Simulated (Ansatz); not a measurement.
# CH6SSeSi: basis-set convergence

The task here is to estimate one member of a computed series from the others.

Method: one geometry, several basis sets; program: Ansatz 0.2.0, Gaussian basis.

Plan: PBE0-D4/def2-SVP; ωB97M-V/def2-SVP; PBE0-D4/def2-QZVPP; ωB97M-V/def2-QZVPP; the functionals' def2-TZVPP values are taken from earlier runs.

### The relaxed structure

An earlier PBE0-D4 in a triple-zeta def2 set relaxation fixed the geometry.

SMILES `SC[SiH2][SeH]`, 10 atoms, charge 0, spin multiplicity 1.

Atoms are counted from 1 here; the program's logs count them from 0.

Bond lengths: S1–C2 1.807 Å, S1–H5 1.344 Å, C2–Si3 1.879 Å, C2–H6 1.094 Å, C2–H7 1.093 Å, Si3–Se4 2.275 Å, Si3–H8 1.486 Å, Si3–H9 1.483 Å, Se4–H10 1.470 Å. Angles: C2–S1–H5 97.1°, S1–C2–Si3 110.9°, S1–C2–H6 110.3°, S1–C2–H7 111.0°, Si3–C2–H6 106.4°, Si3–C2–H7 109.8°, H6–C2–H7 108.3°, C2–Si3–Se4 113.0°, C2–Si3–H8 107.6°, C2–Si3–H9 110.4°, Se4–Si3–H8 111.2°, Se4–Si3–H9 104.3°, H8–Si3–H9 110.3°, Si3–Se4–H10 93.0°.

The first run:

in.yaml reads:

```yaml
crystal:
  periodic: [false, false, false]
  atoms:
    - {symbol: S, position_ang: [-1.268118, 1.418943, -0.711604]}
    - {symbol: C, position_ang: [0.090111, 0.857129, 0.340017]}
    - {symbol: Si, position_ang: [0.091764, -1.016538, 0.486744]}
    - {symbol: Se, position_ang: [-0.051653, -2.066877, -1.526358]}
    - {symbol: H, position_ang: [-1.247627, 2.708651, -0.334986]}
    - {symbol: H, position_ang: [-0.029777, 1.246076, 1.355524]}
    - {symbol: H, position_ang: [1.053294, 1.198428, -0.047292]}
    - {symbol: H, position_ang: [1.328405, -1.410411, 1.210804]}
    - {symbol: H, position_ang: [-1.106999, -1.478605, 1.226937]}
    - {symbol: H, position_ang: [1.223700, -1.507997, -1.996786]}
basis:
  gaussian: {orbitals: def2-SVP}
hamiltonian: {xc: pbe0, dispersion: d4}
output: {orbitals: {seedname: orbitals}}
```

Among the steps run: PBE0-D4 in def2-SVP; ωB97M-V in def2-SVP; PBE0-D4 in def2-QZVPP; ωB97M-V in def2-QZVPP.

One of the session's tables, all rows but one given; the rest of the session is left out.

```
functional       basis  HOMO (eV)  LUMO (eV)
   PBE0-D4    def2-SVP      -6.71       0.37
   PBE0-D4  def2-TZVPP      -6.86       0.03
   PBE0-D4  def2-QZVPP      -6.90      -0.20
   ωB97M-V    def2-SVP      -8.90       2.30
   ωB97M-V  def2-TZVPP      -9.07       1.74
   ωB97M-V  def2-QZVPP          ?          ?
```

Estimate the missing values for ωB97M-V, def2-QZVPP.

As computed: HOMO (eV): -9.10; LUMO (eV): 1.26. In the column «HOMO (eV)» it is the lowest.
